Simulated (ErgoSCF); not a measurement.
**GaH2O (SMILES [OH][GaH]) at 4 levels**

We compute a comparison of 4 runs (UHF/def2-SVP, UPBE0/6-31G, UPBE0/cc-pVDZ, UPBE0/def2-SVP) of GaH2O. 

The results are computed with ErgoSCF 3.8.

**1. Starting point**

GaH2O has 4 atoms, charge 0, and is taken as a doublet. SMILES: `[OH][GaH]`. The shape comes from GFN2-xTB, which is rough for such elements, and wasn't checked as a minimum.

Bond lengths: O1–Ga2 1.719 Å, O1–H3 0.952 Å, Ga2–H4 1.820 Å. Angles: O1–Ga2–H4 107.2°, Ga2–O1–H3 175.2°.

**2. The energy at UHF/def2-SVP (run 1)**

Contents of mol.xyz:

```xyz
4
GaH2O
O     -0.030910    -0.807480     0.304090
Ga     0.753440     0.713680     0.141830
H     -0.402600    -1.673580     0.437400
H     -0.319930     1.767380    -0.883320
```

Contents of job.ego:

```
set_nthreads("env")
molecule "mol.xyz"
scf.output_mulliken_pop = 1
scf.use_diagonalization = 1
spin_polarization = 1
tmpdir = "."
basis = "def2-SVP"
scf.max_number_of_iterations = 120
run "HF"
```

The basis set def2-SVP is read from a file made from the Basis Set Exchange's data (not shown).

The run is started by

```sh
$ ergo < job.ego
```

What it wrote:

```text
[...]
INSC SCF_general constructor, number of basis functions: 56
[...]
INSC Energy   1 =      -1060.76332920978
[...]
INDE E_LUMO =          0.02749597848
[...]
INSC Energy  22 =      -1998.93759466964  ( diff     -0.000000000005457 )
[...]
RESC CONVERGED after  22 iterations.
RESC FINAL ENERGY:      -1998.93759466964
RESC FINAL <S2> =          0.78425061805
[...]
INSC SCF: dipole_moment_x [atomic units] =       0.27065620
INSC SCF: dipole_moment_y [atomic units] =      -0.33814174
INSC SCF: dipole_moment_z [atomic units] =       0.28614514
[...]
```

Run time: 29 s. Hardware: 1 thread of Arm Neoverse V1, shared host; peak memory 0.26 GiB.

**3. The energy at UPBE0/6-31G (run 2)**

Edit mol.xyz of step 2 so:

```diff
@@ -1,3 +1,3 @@
 4
-GaH2O
+
 O     -0.030910    -0.807480     0.304090
```

Contents of ergo.in:

```
set_nthreads(1)
molecule "mol.xyz"
basis = "6-31G"
XC.sparse_mode = 0
scf.max_number_of_iterations = 120
scf.output_mulliken_pop = 1
tmpdir = "."
scf.use_diagonalization = 1
XC.angint = 41
spin_polarization = 1
XC.radint = 1e-11
run "PBE0"
```

The basis set 6-31G is read from a file made from the Basis Set Exchange's data (not shown).

The run is started by

```sh
$ ergo ergo.in
```

What it wrote:

```text
[...]
INDF Weighted mixed functional:
[...]
INSC Energy   1 =      -1376.77721807329
[...]
INDE E_LUMO =         -0.09892460613
[...]
INSC Energy  23 =      -2000.54349144817  ( diff      0.000000000061846 )
[...]
RESC CONVERGED after  23 iterations.
RESC FINAL ENERGY:      -2000.54349144817
RESC FINAL <S2> =          0.75957678265
[...]
INSC SCF: dipole_moment_x [atomic units] =       0.11491339
INSC SCF: dipole_moment_y [atomic units] =      -0.37324805
INSC SCF: dipole_moment_z [atomic units] =       0.21195844
[...]
```

It took 21 s on 1 thread of Arm Neoverse V1, shared host; peak memory 0.26 GiB.

Run 3 isn't shown in full; the table further down has it.

**4. A single-point energy at UPBE0/def2-SVP (run 4)**

Contents of input.ego:

```
# PBE0 on GaH2O
set_nthreads("env")
molecule_inline Angstrom
O       -0.030910      -0.807480       0.304090
Ga       0.753440       0.713680       0.141830
H       -0.402600      -1.673580       0.437400
H       -0.319930       1.767380      -0.883320
EOF
XC.sparse_mode = 0
spin_polarization = 1
scf.max_number_of_iterations = 120
basis = "def2-SVP"
XC.angint = 41
tmpdir = "."
scf.output_mulliken_pop = 1
scf.use_diagonalization = 1
XC.radint = 1e-11
run "PBE0"
```

The basis set def2-SVP is read from a file made from the Basis Set Exchange's data (not shown).

The run is started by

```sh
$ ergo < input.ego
```

What it wrote:

```text
[...]
INDF Weighted mixed functional:
[...]
INSC Energy   1 =      -1072.39386400481
[...]
INDE E_LUMO =         -0.09902656726
[...]
INSC Energy  24 =      -2000.59844271898  ( diff     -0.000000000001819 )
[...]
RESC CONVERGED after  24 iterations.
RESC FINAL ENERGY:      -2000.59844271898
RESC FINAL <S2> =          0.76084546427
[...]
INSC SCF: dipole_moment_x [atomic units] =       0.08708520
INSC SCF: dipole_moment_y [atomic units] =      -0.39902027
INSC SCF: dipole_moment_z [atomic units] =       0.20677702
[...]
```

Wall time 38 s (1 thread of Arm Neoverse V1, shared host); peak memory 0.26 GiB.

**5. The series**

```csv
run,level,integration grid,radint,energy (Eh),dipole moment (D),⟨S²⟩,wall time
1,UHF/def2-SVP,–,–,-1998.937595,1.32,0.784,29 s
2,UPBE0/6-31G,Turbo,1e-11,-2000.543491,1.13,0.760,21 s
3,UPBE0/cc-pVDZ,Turbo,1e-11,-2000.873194,1.07,0.761,2 min
4,UPBE0/def2-SVP,Turbo,1e-11,-2000.598443,1.16,0.761,38 s
```

**6. Results**

| quantity | value |
| --- | --- |
| run 4: total energy | -2000.59844 Eh |
| run 4: dipole moment | 1.16 D |
| run 4: ⟨S²⟩ | 0.761 |

In words: The dipole moment (its size) runs from 1.07 D (UPBE0/cc-pVDZ) to 1.32 D (UHF/def2-SVP). The two ends differ in method and basis. All runs together took 3.5 min, the longest 2 min.
